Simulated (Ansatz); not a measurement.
NiMoIrPdW:

```
Ni Mo Pd Ir W
1.0
    -1.37004    1.37004    9.71647
     1.37004   -1.37004    9.71647
     1.37004    1.37004   -9.71647
Ni Mo Pd Ir W
1 1 1 1 1
Direct
  0.19862 0.19862 0.00000
  0.60922 0.60922 0.00000
  0.79310 0.79310 0.00000
  0.39944 0.39944 0.00000
  0.99565 0.99565 0.00000
```

The cell was built by a generator and needn't be a form met in nature.

Base run:

- Program: Ansatz 0.2.0
- Functional: PBE
- Potentials or basis: Ansatz PAW
- Cutoff: 420 eV
- Density cutoff: 1680 eV
- k mesh: 13 × 13 × 13
- Occupations: fermi-dirac, width 0.05 eV
- Spin: collinear spin, ferromagnetic start
- Starting moments: [1.0, 1.0, 0.0, 0.6, 0.0] μB

Its results: band gap on the k mesh none (metal or under the smearing width); pressure 0.0 GPa; net moment 0.00 μB per cell; largest force 0.032 eV/Å.

Task: After a change of settings the same cell gave: band gap on the k mesh none (metal or under the smearing width); pressure 4.1 GPa; net moment 0.00 μB per cell; largest force 0.069 eV/Å. Which change was it?
A. potentials or basis from Ansatz PAW to SPMS NC; cutoff from 420 eV to 925 eV; density cutoff from 1680 eV to 3701 eV
B. hubbard terms from none to Ir d U = 4 eV, Mo d U = 4 eV, Ni d U = 4 eV, Pd d U = 4 eV, W d U = 4 eV; hubbard projectors from none to ortho-atomic (the default)
C. functional from PBE to RPBE
D. potentials or basis from Ansatz PAW to Ansatz NC with PseudoDojo standard (PBE files); cutoff from 420 eV to 1400 eV; density cutoff from 1680 eV to 5600 eV

Result: C.

RPBE binds less tightly than PBE, so the same cell stands under more pressure.

Caveats: the potentials were made for another functional, which shifts forces and pressure (some runs); the PAW data sets come from PBE, with cores solved anew for the run's functional, which leaves a small shift of forces and pressure (some runs).

Not every run made on this cell is shown here.
